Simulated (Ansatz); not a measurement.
# Lanthanum, diamond under PBEsol: structure, energy and stiffness

The plan for lanthanum in the diamond structure: relax it, solve it on a dense k-mesh, then scale the cell to 7 volumes from 88 to 112 % of the relaxed one and try a fit of the equation of state. Spin polarisation is left out. The k-meshes are 8×8×8 for the relaxation; 14×14×14 for the dense run; 9×9×9 for the volumes.

Program: Ansatz 0.2.0. Level of theory: DFT PBEsol, plane waves (420 eV) with PAW, scalar-relativistic; PAW files made under PBE, frozen cores solved again for the functional. These are calculated values, not measurements.

## 1. Starting point

It takes space group Fd-3m (No. 227, cubic). Conventional cell: a = 7.393 Å, b = 7.393 Å, c = 7.393 Å, α = 90.00°, β = 90.00°, γ = 90.00°. La (site symmetry -43m) has 4 La at 3.20 Å as nearest neighbours.

Structure file:

```xyz
2
Lattice="0.0000 3.6965 3.6965 3.6965 0.0000 3.6965 3.6965 3.6965 0.0000" Properties=species:S:1:pos:R:3 pbc="T T T"
La    0.9241    0.9241    0.9241
La    6.4689    6.4689    6.4689
```

## 2. Relaxing cell and atoms

Contents of input.yaml:

```yaml
crystal:
  lattice:
    - [0.0, 3.6965376151, 3.6965376151]
    - [3.6965376151, 0.0, 3.6965376151]
    - [3.6965376151, 3.6965376151, 0.0]
  atoms:
    - { symbol: La, position: [0.125, 0.125, 0.125] }
    - { symbol: La, position: [0.875, 0.875, 0.875] }
hamiltonian:
  xc: pbesol
  pseudopotentials:
    kind: paw
    azcp:
      La: "pseudopotentials/La.paw.azcp"
basis:
  ecutwfc: 420
  fft_grid_basis: typed
kpoints:
  mp_grid: { grid: [8, 8, 8], shift: [0, 0, 0] }
magnetization:
  spin_polarized: false
scf:
  occupations: { method: fermi_dirac, width: 0.1 }
relax:
  max_steps: 60
  f_tol: 0.01
  cell: {}
```

After this run come: Single point on a dense mesh; The cell scaled to 88 % of its volume; The cell scaled to 92 % of its volume; The cell scaled to 96 % of its volume; The cell scaled to 100 % of its volume; The cell scaled to 104 % of its volume; The cell scaled to 108 % of its volume; The cell scaled to 112 % of its volume.

Before running it: what results should come out? Wanted: space group; conventional cell; volume; shortest distance; gap on the mesh; relative to dhcp; V₀, B₀, B₀′.

As calculated:

| quantity | value |
| --- | --- |
| space group (spins left aside) | Fd-3m (No. 227) |
| conventional cell | a = 6.568 Å |
| volume | 35.414 Å³/atom |
| shortest distance | 2.844 Å |
| gap on the mesh | none (levels filled in part) |
| relative to dhcp | +941 meV/atom |
| V₀, B₀, B₀′ | 35.302 Å³/atom, 55 GPa, 5.7 |

From the guessed start the volume shrank by 29.9 % in 7 steps. Against the reference form of lanthanum (dhcp, computed apart with the same settings) it stands 941 meV/atom higher, so it is far from stable. No gap shows: it is a metal or semimetal at this level. The fitted modulus is 55 GPa. The symmetry was held, so the structure may be unstable against distortions that break it.
